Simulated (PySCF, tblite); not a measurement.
# C5H6AlFO2: geometry, infrared bands and NMR shifts

What infrared bands and NMR shifts should C5H6AlFO2 (`C=CC1=[O+][AlH2-][O]C(F)=C1`) show?

Programs: tblite 0.8.0 and PySCF 2.14.0, with density-fitted response routines of our own. Each step states its level of theory. These are calculated values for one molecule in the gas phase, unless marked as measured. Atoms count from 0, in the outputs and in this text.

**1. The starting structure**

15 atoms, charge 0, multiplicity 1; geometry from: force field or distance geometry start.

Bonds of the start (Å): C0–C1 1.35, C1–C2 1.46, C2–O3 1.26, O3–Al4 1.85, Al4–O5 1.84, O5–C6 1.40, C6–F7 1.35, C6–C8 1.35, C8–C2 1.50, C0–H9 1.09, C0–H10 1.07, C1–H11 1.07, Al4–H12 1.59, Al4–H13 1.59, C8–H14 1.09.

**2. Geometry optimisation with GFN2-xTB**

The job: settings as JSON, then the geometry in Å.

```
{"job": {"kind": "relax", "xc": "GFN2-xTB", "basis": "xTB"}, "charge": 0, "multiplicity": 1}
C      2.713600    -0.807700     0.061900
C      1.889500     0.240500    -0.133600
C      0.432700     0.119800    -0.040500
O     -0.092000    -1.002500     0.204500
Al    -1.907300    -1.310000     0.352500
O     -2.575200     0.372700     0.016000
C     -1.721900     1.458100    -0.243900
F     -2.285200     2.668600    -0.467000
C     -0.374100     1.361700    -0.271700
H      2.315700    -1.793300     0.288600
H      3.774000    -0.673900    -0.007800
H      2.334700     1.196500    -0.340900
H     -2.391700    -2.325300    -0.776700
H     -2.282400    -1.781600     1.819200
H      0.165200     2.284400    -0.482400
```

Started as:

```console
$ OMP_NUM_THREADS=1 python probes_run.py task.json out
```

This one command runs all jobs of the session in turn.

**Question.** This job is followed by: GFN2-xTB harmonic vibrations, gas phase; GIAO PBE0/pcSseg-1 NMR shielding, non-relativistic, gas phase. What will the session give for the following? strongest single infrared mode (GFN2-xTB); zero-point energy (GFN2-xTB); 13C shifts against TMS (PBE0/pcSseg-1); 1H shifts against TMS (PBE0/pcSseg-1, means over atoms taken as alike); 17O shifts against H2O (PBE0/pcSseg-1); 27Al shifts against AlH4- (PBE0/pcSseg-1); 19F shifts against CFCl3 (PBE0/pcSseg-1); surface potential, 1st and 99th percentile.

As calculated:

| quantity | value |
| --- | --- |
| strongest single infrared mode (GFN2-xTB) | 1471 cm⁻¹, 845 km/mol |
| zero-point energy (GFN2-xTB) | 58.1 kcal/mol |
| 13C shifts against TMS (PBE0/pcSseg-1) | 192.4, 182.1, 142.9, 140.7, 89.9 ppm |
| 1H shifts against TMS (PBE0/pcSseg-1, means over atoms taken as alike) | 7.22, 6.61, 6.48, 5.29, 4.36 ppm |
| 17O shifts against H2O (PBE0/pcSseg-1) | 259.5, 252.7 ppm |
| 27Al shifts against AlH4- (PBE0/pcSseg-1) | 56.2 ppm |
| 19F shifts against CFCl3 (PBE0/pcSseg-1) | 8.4 ppm |
| surface potential, 1st and 99th percentile | -0.92 V and 1.52 V |

**Reading.** The optimisation took 39 steps and gained 0.913 eV; among the close pairs (by a distance rule), O5–C6 changed most, from 1.405 to 1.243 Å. No mode is imaginary among the 39: a minimum at this level. The strongest single mode, at 1471 cm⁻¹, moves mainly C8 and C2. GFN2-xTB is a fitted tight-binding method: band positions and strengths are rough. Its intensities can rank the bands wrongly. C2 (ketone carbonyl carbon) lies farthest downfield among carbon, at 192.4 ppm; the double bond to the heteroatom, with no lone-pair donor beside it, deshields it most. At PBE0/pcSseg-1: Shielding is most anisotropic at O3 (span 477 ppm, paramagnetic term -319 ppm). By nearest atom (PBE0/pcSseg-1), the HOMO sits on H12, H13 about 22 % each; C8 21 % and the LUMO on C2 23 %; C0, C6 about 17 % each.
